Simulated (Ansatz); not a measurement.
# BrH₂InOS: up Jacob's ladder to CCSD(T)

How much do the methods differ for BrH₂InOS? The plan is to run it at one geometry with functionals of several rungs and with coupled cluster, and see how far each lands from CCSD(T) at the basis-set limit for the atomisation energy.

Computed with Ansatz 0.2.0, Gaussian basis. Level: functionals in def2-TZVPP, the program's frozen cores in correlated methods.

Plan: PBE-D4, r2SCAN-D4, PBE0-D4, B3LYP-D4, ωB97X-V, ωB97M-V, B2PLYP; CCSD(T)/def2-TZVPP; CCSD(T)/def2-QZVPP; extrapolation to the limit.

## (1) Structure used throughout

The geometry comes from an earlier relaxation with PBE0-D4 in a triple-zeta def2 set; it is a stationary point. In takes the def2 core potential; no spin-orbit term is included.

SMILES `[OH][In]([SH])[Br]`, 6 atoms, charge 0, spin multiplicity 1.

Atoms are counted from 1 here; the program's logs count them from 0.

Bond lengths: O1–In2 1.968 Å, O1–H5 0.961 Å, In2–S3 2.367 Å, In2–Br4 2.447 Å, S3–H6 1.344 Å. Angles: In2–O1–H5 112.9°, O1–In2–S3 123.3°, O1–In2–Br4 115.5°, S3–In2–Br4 121.2°, In2–S3–H6 92.2°.

## (2) PBE-D4 (GGA)

in.yaml reads:

```yaml
crystal:
  periodic: [false, false, false]
  atoms:
    - {symbol: O, position_ang: [-1.886447, -0.813122, -0.302191]}
    - {symbol: In, position_ang: [-0.230950, 0.227967, -0.077635]}
    - {symbol: S, position_ang: [1.851537, -0.746737, 0.485550]}
    - {symbol: Br, position_ang: [-0.448501, 2.640886, -0.420469]}
    - {symbol: H, position_ang: [-1.758018, -1.754498, -0.158588]}
    - {symbol: H, position_ang: [2.472389, 0.445495, 0.473324]}
basis:
  gaussian: {orbitals: def2-TZVPP}
hamiltonian: {xc: pbe, dispersion: d4}
output: {forces: true, orbitals: {seedname: orbitals}}
```

Run with:

```bash
> ansatz run in.yaml --threads 2 --pin off --events-out ev --progress --plain --max-ram 22528MiB --backend cpu
```

The runs that follow: r2SCAN-D4 (meta-GGA); PBE0-D4 (hybrid); B3LYP-D4 (hybrid); ωB97X-V (range-separated); ωB97M-V (range-separated); B2PLYP (double hybrid); CCSD(T) in def2-TZVPP; CCSD(T) in def2-QZVPP.

**Question.** What will the summary of the whole plan be? Wanted: atomisation energy, CCSD(T)/CBS; farthest; mean size of error, hybrid; mean size of error, range-separated; gap, smallest and largest; T1 diagnostic; triples share of the correlation energy.

**Answer**, as computed:

```
                               quantity                                 value
        atomisation energy, CCSD(T)/CBS                         1721.0 kJ/mol
 functionals within 17.2 kJ/mol (1.0 %)            PBE-D4, r2SCAN-D4, ωB97X-V
                               farthest                 B2PLYP (-71.7 kJ/mol)
             mean size of error, hybrid                           57.7 kJ/mol
    mean size of error, range-separated                           21.6 kJ/mol
              gap, smallest and largest  3.73 eV (PBE-D4), 10.25 eV (ωB97X-V)
                          T1 diagnostic                                0.0133
triples share of the correlation energy                                 3.6 %
```

**Reading.** PBE-D4 misses by -1.8 kJ/mol. Double hybrids carry the basis error of their MP2 part in triple zeta, and no dispersion term here, so their miss is partly the set-up's. The reference freezes the cores and leaves out spin-orbit coupling and excitations past (T), and its outer-core shells are covered unevenly, so misses under about 17.2 kJ/mol can't be ranked. All levels share the lack of spin-orbit coupling, which lowers the free heavy atoms and so the true binding. Hartree-Fock recovers 65 % of the binding; the rest is correlation. The gap grows from 3.7 to 10.2 eV across the functionals, mostly with the share of exact exchange. Correlated methods include outer-core shells of Br, In, which these sets cover unevenly.
